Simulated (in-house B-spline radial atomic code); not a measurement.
# Nb⁵⁺: ionisation energy by several methods

One table from this session's results is given with a row withheld; the runs are named, their logs left out.

Method: scalar-relativistic (X2C), several functionals, spin-polarised; spherical all-electron atom at the radial basis limit. Code: in-house B-spline radial atomic code version 1.

## Starting point

```
element       : niobium (Z = 41)
charge        : +5
electrons     : 36
configuration : [Ar] 3d10 4s2 4p6
nucleus       : Fermi, rms radius 4.324 fm
```

The outer shells:

[Ar] 3d10 4s2 4p6
```
[Ar] core
3d [↑↓][↑↓][↑↓][↑↓][↑↓]
4s [↑↓]
4p [↑↓][↑↓][↑↓]
```

Where spins are not typed, each open shell is filled with up spins first.

The first run:

Settings of the run:

```ini
Z = 41
electrons = 36.0
configuration = [Ar] 3d10 4s2 4p6
hamiltonian = x2c
method = lda,vwn
spin_polarised = True
nucleus = fermi
rms_radius = 4.324
mass_number = 93
atomic_mass = 92.90637317
speed_of_light = 137.035999084
```

Among the steps run: LDA (VWN5); LDA (PW92); Hartree-Fock; AM05; TPSS; revTPSS.

One of the session's tables, all rows but one given; the rest of the session is left out.

| method | ΔSCF (eV) |
| --- | --- |
| LDA (VWN5) | ? |
| LDA (PW92) | 102.65 |
| AM05 | 102.47 |
| TPSS | 102.70 |
| revTPSS | 102.72 |
| Hartree-Fock | 101.68 |

Estimate the missing values for LDA (VWN5).

**Answer.** ΔSCF (eV): 102.66. In the column «ΔSCF (eV)» it lies between LDA (PW92) (102.65) and TPSS (102.70).

Members of this set that are not shown: 12 used exact exchange with fractional occupations of an open shell, which is unsound here.
